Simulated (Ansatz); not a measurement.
**Octafluorocyclobutane (C₄F₈): vertical ionisation energy**

An exercise on one series of results from a longer session: the logs are not shown, and one member is left open.

Program: Ansatz 0.2.0, Gaussian basis. Level of theory: unrestricted cation, the program's frozen cores in correlated methods. These are calculated values, not measurements.

Levels to be run: UKS PBE-D4/def2-TZVPP; UKS r2SCAN-D4/def2-TZVPP; UKS PBE0-D4/def2-TZVPP; UKS B3LYP-D4/def2-TZVPP; UKS wB97X-V/def2-TZVPP; UKS wB97M-V/def2-TZVPP; UKS B2PLYP/def2-TZVPP; UHF-CCSD(T)/def2-TZVPP; UHF-MP2/def2-QZVPP; extrapolation to the limit; then −ε(HOMO) from the neutral's earlier runs with LDA (SPW92), PBE-D4, revPBE-D4, BLYP-D4, r2SCAN-D4, B97M-V, PBE0-D4, B3LYP-D4, r2SCANh-D4, r2SCAN0-D4, HSE06-D4, BHLYP-D4, CAM-B3LYP-D4, LC-ωPBE, ωB97X-V, ωB97M-V.

## The relaxed structure

All runs share one geometry, relaxed beforehand with PBE0-D4 in a triple-zeta def2 set.

SMILES `FC1(F)C(F)(F)C(F)(F)C1(F)F`, 12 atoms, charge 0, spin multiplicity 1.

Atoms are counted from 1 here; the program's logs count them from 0.

Bond lengths: F1–C2 1.332 Å, C2–F3 1.325 Å, C2–C4 1.566 Å, C2–C10 1.566 Å, C4–F5 1.332 Å, C4–F6 1.325 Å, C4–C7 1.566 Å, C7–F8 1.325 Å, C7–F9 1.332 Å, C7–C10 1.566 Å, C10–F11 1.332 Å, C10–F12 1.325 Å. Angles: F1–C2–F3 110.2°, F1–C2–C4 112.0°, F1–C2–C10 112.0°, F3–C2–C4 115.9°, F3–C2–C10 115.9°, C4–C2–C10 89.4°, C2–C4–F5 112.0°, C2–C4–F6 115.9°, C2–C4–C7 89.4°, F5–C4–F6 110.2°, F5–C4–C7 112.0°, F6–C4–C7 115.9°, C4–C7–F8 115.9°, C4–C7–F9 112.0°, C4–C7–C10 89.4°, F8–C7–F9 110.2°, F8–C7–C10 115.9°, F9–C7–C10 112.0° and more.

The first run:

in.yaml

```yaml
crystal:
  periodic: [false, false, false]
  atoms:
    - {symbol: F, position_ang: [1.581061, 0.998622, 0.935301]}
    - {symbol: C, position_ang: [0.922246, 0.593434, -0.149427]}
    - {symbol: F, position_ang: [1.537814, 1.016190, -1.244302]}
    - {symbol: C, position_ang: [-0.608828, 0.910411, -0.058808]}
    - {symbol: F, position_ang: [-1.124115, 1.227744, -1.245665]}
    - {symbol: F, position_ang: [-0.961937, 1.808748, 0.849324]}
    - {symbol: C, position_ang: [-0.878421, -0.585899, 0.317029]}
    - {symbol: F, position_ang: [-1.835081, -1.192861, -0.370572]}
    - {symbol: F, position_ang: [-1.079469, -0.743871, 1.624498]}
    - {symbol: C, position_ang: [0.590670, -0.936347, -0.097495]}
    - {symbol: F, position_ang: [0.648174, -1.500890, -1.302832]}
    - {symbol: F, position_ang: [1.284883, -1.650481, 0.776849]}
basis:
  gaussian: {orbitals: def2-TZVPP}
total_charge: 1
magnetization: {spin_polarized: true, initial_magnetization: 1}
hamiltonian: {xc: pbe, dispersion: d4}
```

Started as:

```console
> ansatz run in.yaml --threads 4 --pin off --events-out ev --progress --plain --max-ram 66560MiB --backend cuda --devices 0, --max-vram 37GiB
```

Steps of the session up to this table: Cation, UKS PBE-D4/def2-TZVPP; Cation, UKS r2SCAN-D4/def2-TZVPP; Cation, UKS PBE0-D4/def2-TZVPP; Cation, UKS B3LYP-D4/def2-TZVPP; Cation, UKS wB97X-V/def2-TZVPP; Cation, UKS wB97M-V/def2-TZVPP; Cation, UKS B2PLYP (frozen core)/def2-TZVPP; Cation, UHF-CCSD(T)/def2-TZVPP; Cation, UHF-MP2/def2-QZVPP.

One of the session's tables, all rows but one given; the rest of the session is left out.

It belongs to the step «Ionisation energies side by side». For comparison, −ε(HOMO) of the neutral from earlier runs:

| functional | −ε(HOMO) (eV) |
| --- | --- |
| LDA (SPW92) | 8.03 |
| PBE-D4 | 7.76 |
| revPBE-D4 | 7.64 |
| BLYP-D4 | 7.75 |
| r2SCAN-D4 | 8.13 |
| B97M-V | 8.27 |
| PBE0-D4 | 9.52 |
| B3LYP-D4 | 9.34 |
| r2SCANh-D4 | 8.79 |
| r2SCAN0-D4 | 9.77 |
| HSE06-D4 | 9.10 |
| BHLYP-D4 | 11.29 |
| CAM-B3LYP-D4 | ? |
| LC-ωPBE | 12.29 |
| ωB97X-V | 11.95 |
| ωB97M-V | 11.84 |

**Question.** Estimate the row for CAM-B3LYP-D4.

The run gave: −ε(HOMO) (eV): 11.09. In the column «−ε(HOMO) (eV)» it lies between r2SCAN0-D4 (9.77) and BHLYP-D4 (11.29).
